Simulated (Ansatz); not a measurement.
**AlGeH3 (triplet): wave-function methods side by side, cc-pVTZ**

One table from this session's results is given with a row withheld; the runs are named, their logs left out.

The runs use Ansatz 0.2.0, Gaussian basis; cc-pVTZ, core rule «outside noble gas», up to 19 orbitals frozen.

To be run: UHF; CCSD(T) on ROHF; CCSD(T) on UHF; BCCD(T) on ROHF; CCSDT(Q) on ROHF; CCSDT(Q) on UHF; CASSCF and NEVPT2, 10 electrons in 11 orbitals.

4 further runs of the same task are left out: 1 for a known fault of the program, 3 set aside as unsound or not needed.

### The system

The geometry is a PBE0/def2-TZVP stationary point (not a proven minimum) of the parent state, kept for this charge and spin. No spin-orbit coupling is included. The filled d shell of Ge may be among the frozen orbitals whatever the setting's name suggests; the logs give the count.

5 atoms, charge 0, spin multiplicity 3.

Atoms are counted from 1 here; the program's logs count them from 0.

Bond lengths: Ge1–Al2 2.489 Å, Ge1–H3 1.666 Å, Ge1–H4 1.666 Å, Ge1–H5 1.569 Å, Al2–H3 1.966 Å, Al2–H4 1.966 Å. Angles: Al2–Ge1–H3 52.0°, Al2–Ge1–H4 52.0°, Al2–Ge1–H5 136.6°, H3–Ge1–H4 79.6°, H3–Ge1–H5 97.5°, H4–Ge1–H5 97.5°, Ge1–Al2–H3 41.9°, Ge1–Al2–H4 41.9°, H3–Al2–H4 65.7°, Ge1–H3–Al2 86.1°, Ge1–H4–Al2 86.1°.

The first run:

The input, in.yaml:

```yaml
crystal:
  periodic: [false, false, false]
  atoms:
    - {symbol: Ge, position_ang: [-0.042193, 0.000000, 0.662306]}
    - {symbol: Al, position_ang: [0.019956, 0.000001, -1.825711]}
    - {symbol: H, position_ang: [0.749707, -1.065978, -0.343663]}
    - {symbol: H, position_ang: [0.749700, 1.065983, -0.343662]}
    - {symbol: H, position_ang: [1.007150, 0.000002, 1.828832]}
basis:
  gaussian: {orbitals: cc-pVTZ}
magnetization: {spin_polarized: true, initial_magnetization: 2}
hamiltonian: {xc: hf}
output: {orbitals: {seedname: orbitals}}
```

The run is started by

```sh
$ ansatz run in.yaml --threads 1 --pin off --events-out ev --progress --plain --max-ram 2816MiB --backend cpu
```

Among the steps run: UHF; CCSD(T) on ROHF; CCSD(T) on UHF; BCCD(T) on ROHF; CCSDT(Q) on ROHF; CCSDT(Q) on UHF; CASSCF and NEVPT2, 10 electrons in 11 orbitals.

One table of the session follows, with a row left open; its other results are not shown here.

```
        method  from UCCSDT(Q) (kcal/mol)
          ROHF                          ?
           UHF                    +133.69
          RMP2                     +28.14
          UMP2                     +27.70
         RCCSD                      +6.92
         UCCSD                      +6.80
      RCCSD(T)                      +1.39
      UCCSD(T)                      +1.32
       BCCD(T)                      +1.32
        RCCSDT                      +0.37
        UCCSDT                      +0.31
     RCCSDT(Q)                      +0.08
     UCCSDT(Q)                          0
CASSCF valence                     +88.27
NEVPT2 valence                     +22.12
```

**Question.** Estimate the row for ROHF.

The run gave: from UCCSDT(Q) (kcal/mol): +135.44. In the column «from UCCSDT(Q) (kcal/mol)» it is the highest.

Among the levels timed on like hardware and quicker than the yardstick, those that no quicker one beats, quickest first: NEVPT2 valence (6 s, +22.12 kcal/mol); UCCSD(T) (11 s, +1.32 kcal/mol); BCCD(T) (18 s, +1.32 kcal/mol).

To keep in mind: Restricted and unrestricted rows rest on different reference determinants; where their highest levels disagree by more than a few hundredths of an eV, they describe different states and don't form one ladder.
